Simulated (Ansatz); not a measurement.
**LuSi2: a single-point run**

Wanted: a converged single-point run for LuSi2, and a check of what comes out. The structure is shown as the input types it.

Computed with Ansatz 0.2.0 (DFT, r2SCAN, all-electron PAW with datasets made for the crystal, scalar-relativistic, unless a step's input says otherwise).

**1. The starting structure**

The structure is hexagonal, space group P6/mmm (No. 191). Conventional cell: a = 4.089 Å, b = 4.089 Å, c = 3.796 Å, α = 90.00°, β = 90.00°, γ = 120.00°. Lu (site symmetry 6/mmm) is surrounded by 12 Si at 3.03 Å. Si (site symmetry -6m2) has 3 Si at 2.36 Å and 6 Lu at 3.03 Å as nearest neighbours.

Coordinates:

```cif
data_structure
_symmetry_space_group_name_H-M 'P6/mmm'
_symmetry_Int_Tables_number 191
_cell_length_a 4.0893
_cell_length_b 4.0893
_cell_length_c 3.7962
_cell_angle_alpha 90.000
_cell_angle_beta 90.000
_cell_angle_gamma 120.000
_cell_volume 54.98
loop_
_atom_site_label
_atom_site_type_symbol
_atom_site_symmetry_multiplicity
_atom_site_Wyckoff_symbol
_atom_site_fract_x
_atom_site_fract_y
_atom_site_fract_z
_atom_site_occupancy
Lu1 Lu 1 a 0.00000 0.00000 0.00000 1
Si1 Si 2 d 0.33333 0.66667 0.50000 1
```

**2. Input and run**

Contents of input.yaml:

```yaml
crystal:
  lattice:
    - [4.0893360604, 0.0, 0.0]
    - [-2.0446680302, 3.5414689129, 0.0]
    - [0.0, 0.0, 3.796218]
  atoms:
    - { symbol: Lu, position: [0.0, 0.0, 0.0] }
    - { symbol: Si, position: [0.3333333333, 0.6666666667, 0.5] }
    - { symbol: Si, position: [0.6666666667, 0.3333333333, 0.5] }
kpoints:
  mp_grid: { grid: [9, 9, 9] }
  band_path:
    path:
      - [0.0, 0.0, 0.0]
      - [0.5, 0.0, 0.0]
      - [0.3333333333, 0.3333333333, 0.0]
      - [0.0, 0.0, 0.0]
      - [0.0, 0.0, 0.5]
      - [0.5, 0.0, 0.5]
      - [0.3333333333, 0.3333333333, 0.5]
      - [0.0, 0.0, 0.5]
      - [0.5, 0.0, 0.5]
    npoints: 8
scf:
  occupations: { method: fermi_dirac, width: 0.08 }
  mixing: { algorithm: broyden, beta: 0.95, ndim: 1, preconditioner: none }
  max_iter: 50
hamiltonian:
  xc: r2scan
  pseudopotentials: { kind: all_electron, datasets: crystal }
output:
  forces: true
  stress: true
  eigenvalues: true
  efg: { contact_densities: true }
```

Run with:

```bash
> ansatz run input.yaml --threads 1 --pin off --max-ram 4096MiB --backend cpu --events-out ev --progress --plain --runs-dir out
```

What happens when this is run?

This run ends as converged, with warnings (crystal datasets made, gradients without spin orbit). Convergence says nothing about whether the input makes sense.

The suspect setting: scf.mixing.algorithm is broyden; scf.mixing.beta is 0.95; scf.mixing.ndim is 1; scf.mixing.preconditioner is none. The risk: mixing too aggressive. Here it converged all the same; such a setting changes the road, not the converged state. Several mixing settings were changed at once, so this run can't tell how much each is to blame.

Run again and compare: delete scf.mixing.algorithm, scf.mixing.beta, scf.mixing.ndim and scf.mixing.preconditioner (the default then holds).
